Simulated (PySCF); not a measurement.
# GaOF: from HF to coupled cluster

How much do the numbers for GaOF (singlet) hang on the method? All levels run at one geometry, the PBE0 minimum.

Computed with PySCF 2.14.0. Level: several methods, basis Ga def2-TZVP, O def2-TZVP, F def2-TZVP, no relativity, density fitting.

## Step 1: Where the work starts

3 atoms, charge 0, spin multiplicity 1.

Bond lengths: Ga1–O2 1.642 Å, Ga1–F3 1.711 Å. Angles: O2–Ga1–F3 180.0°.

```xyz
3
charge 0 multiplicity 1
Ga    0.0000    0.0000   -0.0602
O     0.0000    0.0000   -1.7023
F     0.0000    0.0000    1.6512
```

## Step 2: PBE0

One driver script runs all steps and calls PySCF; scf.py shows the equivalent input of each level. Each SCF starts from the density of the minimum. The driver also runs the species with one electron less or more at the same geometry (one less: multiplicity 2, one more: multiplicity 2); their logs are not shown.

File scf.py:

```python
from pyscf import gto, scf, dft
mol = gto.M(atom='''
Ga     0.000000    -0.000000    -0.060192
O      0.000000     0.000000    -1.702323
F     -0.000000     0.000000     1.651178''',
    basis={'Ga': 'def2-TZVP', 'O': 'def2-TZVP', 'F': 'def2-TZVP'},
    charge=0, spin=0)
mf = dft.RKS(mol, xc='PBE0')
mf.grids.atom_grid = (99, 590)
aux = {'Ga': 'def2-universal-JKFIT', 'O': 'def2-universal-JKFIT', 'F': 'def2-universal-JKFIT'}
mf = mf.density_fit(auxbasis=aux)
mf.kernel()
```

## Step 3: HF

Edit scf.py of step 2 so:

```diff
@@ -8,2 +8 @@
-mf = dft.RKS(mol, xc='PBE0')
-mf.grids.atom_grid = (99, 590)
+mf = scf.RHF(mol)
```

## Step 4: PBE

Edit scf.py of step 3 so:

```diff
@@ -8 +8,2 @@
-mf = scf.RHF(mol)
+mf = dft.RKS(mol, xc='PBE')
+mf.grids.atom_grid = (99, 590)
```

## Step 5: CCSD(T)

Edit scf.py of step 4 so:

```diff
@@ -8,2 +8 @@
-mf = dft.RKS(mol, xc='PBE')
-mf.grids.atom_grid = (99, 590)
+mf = scf.RHF(mol)
@@ -12,0 +12,3 @@
+from pyscf import cc
+mycc = cc.CCSD(mf, frozen=11).run()
+mycc.ccsd_t()
```

## Step 6: r2SCAN

Edit scf.py of step 5 so:

```diff
@@ -8 +8,2 @@
-mf = scf.RHF(mol)
+mf = dft.RKS(mol, xc='R2SCAN')
+mf.grids.atom_grid = (99, 590)
@@ -12,3 +12,0 @@
-from pyscf import cc
-mycc = cc.CCSD(mf, frozen=11).run()
-mycc.ccsd_t()
```

## Step 7: B3LYP

Edit scf.py of step 6 so:

```diff
@@ -8 +8 @@
-mf = dft.RKS(mol, xc='R2SCAN')
+mf = dft.RKS(mol, xc='B3LYP')
```

## Step 8: TPSSh

Edit scf.py of step 7 so:

```diff
@@ -8 +8 @@
-mf = dft.RKS(mol, xc='B3LYP')
+mf = dft.RKS(mol, xc='TPSSH')
```

(Steps that only read results are left out.)

Q: Predict the outcome of this session. Wanted: atomisation energy, CCSD(T) in this basis; vertical ionisation energy, range; vertical electron affinity, range; orbital gap, range; T1, D1.

The runs gave:

| quantity | value |
| --- | --- |
| atomisation energy, CCSD(T) in this basis | 867 kJ/mol |
| vertical ionisation energy, range | 8.46 (HF) to 10.94 (PBE) eV |
| vertical electron affinity, range | -0.08 (HF) to 0.67 (B3LYP) eV |
| orbital gap, range | 3.27 (PBE) to 12.53 (HF) eV |
| T1, D1 | 0.023, 0.066 |

What this shows: In atomisation energy the functionals lie from -15 kJ/mol (B3LYP) to +73 kJ/mol (PBE) against CCSD(T). In a basis of this size CCSD(T) binds too weakly, often by tens of kJ/mol, while functionals are nearer their limits, so this ranks no functional. HF lacks the correlation that pairing electrons in bonds brings, so it binds too weakly, by 448 kJ/mol even against this CCSD(T). T1 is large, so single-reference CCSD(T) is itself in doubt here. Without diffuse functions electron affinities tend to come out too low.
